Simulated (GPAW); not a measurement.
# InAu3: band structure with PBEsol

InAu3:

```
CELL_PARAMETERS angstrom
3.16059 0.00000 0.00000
-1.58029 2.73715 0.00000
0.00000 0.00000 9.05757
ATOMIC_POSITIONS crystal
Au 0.33333 0.66667 0.75160
Au 0.33333 0.66667 0.24840
Au 0.66667 0.33333 0.50000
In 0.66667 0.33333 0.00000
```

The cell comes from a database or a generator and needn't be the stable form of this composition.

```
Program             : GPAW 26.7.0
Task                : band structure
Functional          : PBEsol
Potentials or basis : PAW data sets generated in the run's folder for this functional
Cutoff              : 600 eV
Basis               : pw
k mesh              : 8 × 8 × 3
Occupations         : fermi-dirac, width 0.05 eV
Spin                : no spin polarisation
Maxiter             : 150
Band path           : GMKGALHA,LM,KH
Band points         : 80
```

| Item | Value |
| --- | --- |
| Pressure | -6.5 GPa |
| Largest force | 0.096 eV/Å |
| Band gap along the path | none (metal or under the smearing width) |

Forces on the atoms (eV/Å):
```
Au   0.000  0.000 -0.096
Au   0.000  0.000  0.096
Au   0.000  0.000  0.000
In   0.000  0.000  0.000
```

Stress tensor (GPa, compression positive):
```
-6.08  0.00  0.00
 0.00 -6.08  0.00
 0.00  0.00 -7.33
```

Levels at the corners of the path, in eV from the Fermi level:
| point | band 20 | band 21 | band 22 | band 23 | band 24 | band 25 | band 26 | band 27 |
| --- | --- | --- | --- | --- | --- | --- | --- | --- |
| Γ | -2.94 | -2.94 | -2.33 | -2.33 | -0.74 | 2.30 | 10.98 | 10.98 |
| M | -2.17 | -2.05 | -1.38 | -0.42 | 0.11 | 1.45 | 1.69 | 5.58 |
| K | -2.27 | -0.99 | -0.73 | -0.02 | 1.78 | 2.02 | 2.42 | 2.45 |
| Γ | -2.94 | -2.94 | -2.33 | -2.33 | -0.74 | 2.30 | 10.98 | 10.98 |
| A | -2.98 | -2.91 | -2.91 | -2.32 | -2.32 | 5.53 | 6.43 | 10.96 |
| L | -2.22 | -2.05 | -1.45 | -0.66 | 0.14 | 2.13 | 2.63 | 3.60 |
| H | -2.24 | -1.00 | -0.60 | 0.42 | 0.88 | 1.23 | 2.90 | 4.53 |
| A | -2.98 | -2.91 | -2.91 | -2.32 | -2.32 | 5.53 | 6.43 | 10.96 |
| L | -2.22 | -2.05 | -1.45 | -0.66 | 0.14 | 2.13 | 2.63 | 3.60 |
| M | -2.17 | -2.05 | -1.38 | -0.42 | 0.11 | 1.45 | 1.69 | 5.58 |
| K | -2.27 | -0.99 | -0.73 | -0.02 | 1.78 | 2.02 | 2.42 | 2.45 |
| H | -2.24 | -1.00 | -0.60 | 0.42 | 0.88 | 1.23 | 2.90 | 4.53 |

Wall time 2.6 min on 1 thread of Intel(R) Xeon(R) Platinum 8259CL CPU @ 2.50GHz (Skylake/Cascade Lake), with other jobs on the host, peak memory 0.5 GiB.

Caveat: with this Au data set, volumes or pressures lay over 1.5 % or 2 GPa off other programs in two to four cells of ten; spin-orbit coupling is left out, which moves the levels of the heavy elements.
